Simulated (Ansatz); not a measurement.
# Zr2Al3N: the cost of one run

Method: DFT PBE, scalar-relativistic, plane waves, PAW, in Ansatz 0.2.0.

### Step 1. The system as given

The structure is hexagonal, space group P6/mmm (No. 191). The conventional cell has a = 5.566 Å, b = 5.566 Å, c = 3.092 Å, α = 90.00°, β = 90.00°, γ = 120.00°. Zr (site symmetry -6m2) is surrounded by 6 Al at 2.23 Å and 5 Zr at 3.09 to 3.21 Å and 3 N at 3.21 Å. Al (site symmetry mmm) has 4 Zr at 2.23 Å and 6 Al at 2.78 to 3.09 Å and 4 N at 3.18 Å as nearest neighbours. Around N (site symmetry 6/mmm) lie 2 N at 3.09 Å and 12 Al at 3.18 Å and 6 Zr at 3.21 Å.

As a file:

```xyz
6
Lattice="5.5663 0.0000 0.0000 -2.7831 4.8205 0.0000 0.0000 0.0000 3.0917" Properties=species:S:1:pos:R:3 pbc="T T T"
Zr    0.0000    3.2137    0.0000
Zr    2.7831    1.6068    0.0000
Al    2.7831    0.0000    1.5459
Al    1.3916    2.4103    1.5459
Al   -1.3916    2.4103    1.5459
N     0.0000    0.0000    0.0000
```

A structure generator made this guess: species swapped into a database cell of CeB2Ir3 (P6/mmm, No. 191), with N on the Ce sites, Zr on the B sites and Al on the Ir sites. The dimensions are guesses.

### Step 2. A first look at the guess

input.yaml

```yaml
crystal:
  lattice:
    - [5.56627954, 0.0, 0.0]
    - [-2.78313977, 4.82053949, 0.0]
    - [0.0, 0.0, 3.09170523]
  atoms:
    - { symbol: Zr, position: [0.33333333, 0.66666667, 0.0] }
    - { symbol: Zr, position: [0.66666667, 0.33333333, 0.0] }
    - { symbol: Al, position: [0.5, 0.0, 0.5] }
    - { symbol: Al, position: [0.5, 0.5, 0.5] }
    - { symbol: Al, position: [0.0, 0.5, 0.5] }
    - { symbol: "N", position: [0.0, 0.0, 0.0] }
basis:
  ecutwfc: 420
kpoints:
  mp_grid: { grid: [6, 6, 6] }
hamiltonian:
  xc: pbe
scf:
  occupations: { method: gaussian, width: 0.1 }
  lower_state_search: "off"
output:
  forces: true
  stress: true
  eigenvalues: true
```

Launch:

```console
$ ansatz run input.yaml --threads 1 --pin off --max-ram 2560MiB --backend cpu --events-out ev --progress --plain --runs-dir out
```

**Question.** How long does this run take on 1 thread of Arm Neoverse V2, shared host, and how much memory does it need?

About 4 s, with a peak of 0.36 GiB.
